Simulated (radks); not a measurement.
# W⁴⁺ in [Kr] 4d10 4f14 5s1.75 5p6 5d2.25: an all-electron calculation

Aim: the levels, the sizes of the orbitals and the parts of the energy of the tungsten ion W4+.

Method: scalar-relativistic Kohn-Sham, exchange-only B88, spin-polarised, spherical densities, finite nucleus; open shells are filled with parallel spins first. Code: radks (a radial shooting solver on a logarithmic mesh, Libxc functionals) version 1.

## (1) What is computed

| Property | Result |
| --- | --- |
| element | tungsten (Z = 74) |
| charge | +4 |
| electrons | 70 |
| configuration | [Kr] 4d10 4f14 5s1.75 5p6 5d2.25 |
| nuclear rms radius | 5.3658 fm |

## (2) The run

Input:

```text
Z 74
configuration [Kr] 4d10 4f14 5s1.75 5p6 5d2.25
relativity scalar-relativistic
functional b88,
spin polarised
nucleus finite rms 5.3658 fm
c 137.035999084
```

The run is started by

```bash
$ python run_ks.py task.json out
```

All runs below come from this command, one after another.

What does the calculation give?

**Answer**, as computed:

| quantity | value |
| --- | --- |
| total energy | -16133.2157 hartree |
| exchange-correlation share of it | 1.97 % |
| −T/E | 1.1017 |
| highest occupied level | 5d up, -43.923 eV |
| most extended occupied level | 5d up, <r> = 1.66 bohr |
| radius at density 0.001 e/bohr³ | 3.18 bohr |
| maxima of the radial density | 4 |

**Reading.** 5 principal shells are occupied and 4 maxima appear in the radial density; where shells overlap, one shows as a shoulder or not at all. −T/E is 1.102: with relativity the kinetic term as defined here no longer equals −E. This is not the tabulated ground configuration, so its levels and sizes aren't those of the ground state, and no measured value stands beside it.
